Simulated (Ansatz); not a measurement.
**BrH3OSiZn: how energies converge with the basis set**

One table from this session's results is given with a row withheld; the runs are named, their logs left out.

Computed with Ansatz 0.2.0, Gaussian basis. Level: one geometry, several basis sets.

Levels to be run: PBE0-D4/def2-SVP; ωB97M-V/def2-SVP; PBE0-D4/def2-QZVPP; ωB97M-V/def2-QZVPP; the functionals' def2-TZVPP values are taken from earlier runs.

## The geometry

An earlier PBE0-D4 in a triple-zeta def2 set relaxation fixed the geometry.

SMILES `[ZnH][O][SiH2]Br`, 7 atoms, charge 0, spin multiplicity 1.

Atoms are counted from 1 here; the program's logs count them from 0.

Bond lengths: Zn1–O2 1.796 Å, Zn1–H5 1.511 Å, O2–Si3 1.604 Å, Si3–Br4 2.258 Å, Si3–H6 1.481 Å, Si3–H7 1.481 Å. Angles: O2–Zn1–H5 175.1°, Zn1–O2–Si3 126.9°, O2–Si3–Br4 107.7°, O2–Si3–H6 112.9°, O2–Si3–H7 112.9°, Br4–Si3–H6 105.8°, Br4–Si3–H7 105.8°, H6–Si3–H7 111.0°.

Set-up of the first run:

Contents of in.yaml:

```yaml
crystal:
  periodic: [false, false, false]
  atoms:
    - {symbol: Zn, position_ang: [-1.856021, 0.527428, 0.170389]}
    - {symbol: O, position_ang: [-0.274184, 0.181730, 0.947896]}
    - {symbol: Si, position_ang: [1.077318, -0.279233, 0.216623]}
    - {symbol: Br, position_ang: [0.649411, -0.419606, -1.995554]}
    - {symbol: H, position_ang: [-3.232374, 0.844593, -0.365795]}
    - {symbol: H, position_ang: [2.173175, 0.707642, 0.353563]}
    - {symbol: H, position_ang: [1.523875, -1.630354, 0.627278]}
basis:
  gaussian: {orbitals: def2-SVP}
hamiltonian: {xc: pbe0, dispersion: d4}
output: {orbitals: {seedname: orbitals}}
```

Run with:

```sh
$ ansatz run in.yaml --threads 4 --pin off --events-out ev --progress --plain --max-ram 10444MiB
```

Steps of the session up to this table: PBE0-D4 in def2-SVP; ωB97M-V in def2-SVP; PBE0-D4 in def2-QZVPP; ωB97M-V in def2-QZVPP.

One of the session's tables, all rows but one given; the rest of the session is left out.

It belongs to the step «Functionals by basis». 

```
functional       basis  HOMO (eV)
   PBE0-D4    def2-SVP      -8.12
   PBE0-D4  def2-TZVPP          ?
   PBE0-D4  def2-QZVPP      -8.29
   ωB97M-V    def2-SVP     -10.30
   ωB97M-V  def2-TZVPP     -10.50
   ωB97M-V  def2-QZVPP     -10.52
```

Estimate the missing values for PBE0-D4, def2-TZVPP.

The run gave: HOMO (eV): -8.28. In the column «HOMO (eV)» it lies between PBE0-D4, def2-QZVPP (-8.29) and PBE0-D4, def2-SVP (-8.12).
